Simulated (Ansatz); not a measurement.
# C3H4BF: up Jacob's ladder to CCSD(T)

An exercise on one series of results from a longer session: the logs are not shown, and one member is left open.

Computed with Ansatz 0.2.0, Gaussian basis. Level: functionals in def2-TZVPP, the program's frozen cores in correlated methods.

The runs, in order: LDA (SPW92), PBE-D4, revPBE-D4, BLYP-D4, r2SCAN-D4, B97M-V, PBE0-D4, B3LYP-D4, r2SCANh-D4, r2SCAN0-D4, HSE06-D4, BHLYP-D4, CAM-B3LYP-D4, LC-ωPBE, ωB97X-V, ωB97M-V, B2PLYP, PBE-QIDH; CCSD(T)/def2-SVP; CCSD(T)/def2-TZVPP; MP2/def2-QZVPP; extrapolation to the limit; RPA on PBE.

## The geometry

An earlier PBE0-D4 in a triple-zeta def2 set relaxation fixed the geometry.

SMILES `C#CB(C)F`, 9 atoms, charge 0, spin multiplicity 1.

Atoms are counted from 1 here; the program's logs count them from 0.

Bond lengths: C1–C2 1.206 Å, C1–H6 1.066 Å, C2–B3 1.531 Å, B3–C4 1.556 Å, B3–F5 1.329 Å, C4–H7 1.091 Å, C4–H8 1.096 Å, C4–H9 1.094 Å. Angles: C2–C1–H6 179.4°, C1–C2–B3 177.7°, C2–B3–C4 122.6°, C2–B3–F5 117.2°, C4–B3–F5 120.2°, B3–C4–H7 112.9°, B3–C4–H8 109.2°, B3–C4–H9 110.9°, H7–C4–H8 108.5°, H7–C4–H9 109.4°, H8–C4–H9 105.5°.

The first run:

in.yaml reads:

```yaml
crystal:
  periodic: [false, false, false]
  atoms:
    - {symbol: C, position_ang: [0.073434, 2.390607, 0.160033]}
    - {symbol: C, position_ang: [0.157996, 1.246128, -0.209702]}
    - {symbol: B, position_ang: [0.245410, -0.224835, -0.624186]}
    - {symbol: C, position_ang: [-0.175361, -1.388778, 0.318724]}
    - {symbol: F, position_ang: [0.690651, -0.484678, -1.849449]}
    - {symbol: H, position_ang: [0.002314, 3.405913, 0.476734]}
    - {symbol: H, position_ang: [0.059274, -2.372586, -0.089889]}
    - {symbol: H, position_ang: [-1.255663, -1.335604, 0.498013]}
    - {symbol: H, position_ang: [0.290443, -1.282565, 1.302721]}
basis:
  gaussian: {orbitals: def2-TZVPP}
hamiltonian: {xc: lda}
output: {orbitals: {seedname: orbitals}}
```

Steps of the session up to this table: LDA; PBE-D4 (GGA); revPBE-D4 (GGA); BLYP-D4 (GGA); r2SCAN-D4 (meta-GGA); B97M-V (meta-GGA); PBE0-D4 (hybrid); B3LYP-D4 (hybrid); r2SCANh-D4 (hybrid); r2SCAN0-D4 (hybrid); HSE06-D4 (hybrid); BHLYP-D4 (hybrid); CAM-B3LYP-D4 (range-separated); LC-ωPBE-D4 (range-separated; the results give it without D4); ωB97X-V (range-separated); ωB97M-V (range-separated); B2PLYP (double hybrid); PBE-QIDH (double hybrid).

One table of the session follows, with a row left open; its other results are not shown here.

It belongs to the step «Orbital energies across the functionals». 

```
  functional  HOMO (eV)  gap (eV)
 LDA (SPW92)          ?         ?
      PBE-D4      -7.15      4.81
   revPBE-D4      -7.08      4.84
     BLYP-D4      -6.99      4.79
   r2SCAN-D4      -7.39      5.32
      B97M-V      -7.38      5.39
     PBE0-D4      -8.40      7.02
    B3LYP-D4      -8.16      6.55
  r2SCANh-D4      -7.86      6.13
  r2SCAN0-D4      -8.57      7.34
    HSE06-D4      -8.00      6.23
    BHLYP-D4      -9.50      9.18
CAM-B3LYP-D4      -9.79      9.53
     LC-ωPBE     -11.24     12.17
     ωB97X-V     -10.81     11.67
     ωB97M-V     -10.68     11.40
```

Estimate the missing values for LDA (SPW92).

As computed: HOMO (eV): -7.34; gap (eV): 4.73. In the column «HOMO (eV)» it lies between B97M-V (-7.38) and PBE-D4 (-7.15).
